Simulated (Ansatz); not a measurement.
# CH₄OTe (SMILES CO[TeH]): functionals against CCSD(T) at one geometry

One table from this session's results is given with a row withheld; the runs are named, their logs left out.

The runs use Ansatz 0.2.0, Gaussian basis; single points in def2-TZVPP.

Cores are frozen in the correlated methods. Filled d shells of the heavier atoms are correlated. Core potentials replace the inner electrons past krypton, and spin-orbit coupling is left out.

## Starting geometry

SMILES `CO[TeH]`, 7 atoms, charge 0, spin multiplicity 1.

Atoms are counted from 1 here; the program's logs count them from 0.

Bond lengths: C1–O2 1.589 Å, C1–H4 1.205 Å, C1–H5 1.111 Å, C1–H6 1.179 Å, O2–Te3 1.948 Å, Te3–H7 1.611 Å. Angles: O2–C1–H4 108.5°, O2–C1–H5 119.9°, O2–C1–H6 95.8°, H4–C1–H5 125.3°, H4–C1–H6 95.4°, H5–C1–H6 103.3°, C1–O2–Te3 114.1°, O2–Te3–H7 86.2°.

Coordinates:

| atom | x (Å) | y (Å) | z (Å) |
| --- | --- | --- | --- |
| C1 | -0.38220 | 0.73360 | -0.30060 |
| O2 | -0.60000 | -0.49450 | 0.68360 |
| Te3 | 0.41160 | -2.08800 | 0.20120 |
| H4 | -0.98060 | 0.51390 | -1.32330 |
| H5 | 0.53440 | 1.35600 | -0.21440 |
| H6 | -1.21910 | 1.41610 | 0.17250 |
| H7 | 1.66660 | -1.38090 | 0.92330 |

Set-up of the first run:

The input, run/in.yaml:

```yaml
crystal:
  periodic: [false, false, false]
  atoms:
    - {symbol: C, position_ang: [-0.382200, 0.733600, -0.300600]}
    - {symbol: O, position_ang: [-0.600000, -0.494500, 0.683600]}
    - {symbol: Te, position_ang: [0.411600, -2.088000, 0.201200]}
    - {symbol: H, position_ang: [-0.980600, 0.513900, -1.323300]}
    - {symbol: H, position_ang: [0.534400, 1.356000, -0.214400]}
    - {symbol: H, position_ang: [-1.219100, 1.416100, 0.172500]}
    - {symbol: H, position_ang: [1.666600, -1.380900, 0.923300]}
basis:
  gaussian: {orbitals: def2-TZVPP}
correlation: {method: ccsd_t}
output: {forces: true}
```

No record of the launch command was kept for these runs.

Steps of the session up to this table: CCSD(T)/def2-TZVPP; PBE0-D4/def2-TZVPP; wB97M-V/def2-TZVPP; r2SCAN-D4/def2-TZVPP; PBE-D4/def2-TZVPP; revPBE-D4/def2-TZVPP; LC-wPBE/def2-TZVPP.

One of the session's tables, all rows but one given; the rest of the session is left out.

| method | RMS force component (eV/Å) | angle to CCSD(T) forces (°) | dipole (D) |
| --- | --- | --- | --- |
| CCSD(T) | 1.664 | reference | 1.57 |
| PBE0-D4 | 1.724 | 3.5 | 1.58 |
| wB97M-V | 1.711 | 2.5 | 1.60 |
| r2SCAN-D4 | ? | ? | ? |
| PBE-D4 | 1.597 | 8.7 | 1.48 |
| revPBE-D4 | 1.589 | 9.8 | 1.46 |
| LC-wPBE | 1.783 | 5.9 | 1.65 |

Estimate the missing values for r2SCAN-D4.

**Answer.** RMS force component (eV/Å): 1.664; angle to CCSD(T) forces (°): 2.8; dipole (D): 1.56.
